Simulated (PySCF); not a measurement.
# F2GeH4P2 (GeH3PHPF2): the cost of one run

The runs use PySCF 2.14.0, with density-fitted response routines of our own; the level of theory stands in each step. All values are computed, except where a source is named. Atoms are numbered from 0 throughout.

## 1. The starting structure

9 atoms, charge 0, multiplicity 1; geometry from: GFN2-xTB. The atoms were then displaced at random by about 0.01 Å, so the start is not that level's minimum.

Bonds of the start (Å): F0–P1 1.64, P1–F2 1.62, P1–P3 2.18, P3–Ge4 2.35, P3–H5 1.41, Ge4–H6 1.49, Ge4–H7 1.48, Ge4–H8 1.53.

## 2. Relaxing the molecule at PBE0-D3(BJ)/def2-SVP

The job: settings as JSON, then the geometry in Å.

```
{"job": {"xc": "PBE0", "basis": "def2-SVP", "d3": "d3bj", "grid": 1, "shake": 0.01, "kind": "geom"}, "charge": 0, "multiplicity": 1}
F      2.902270     0.424650     1.327760
P      1.397690    -0.215360     1.262190
F      1.863580    -1.505800     0.409810
P      0.654160     0.948450    -0.420850
Ge    -1.380320    -0.206990    -0.257320
H      0.194990     1.946560     0.466610
H     -2.406280     0.474480    -1.088410
H     -1.236090    -1.594460    -0.762310
H     -1.932180    -0.288690     1.164980
```

Run with:

```
OMP_NUM_THREADS=1 python probes_run.py task.json out
```

This one command runs all jobs of the session in turn.

Q: Estimate the wall time and peak memory of this first job on 1 thread of Arm Neoverse V2, shared host.

About 52 s, with a peak of 0.49 GiB.
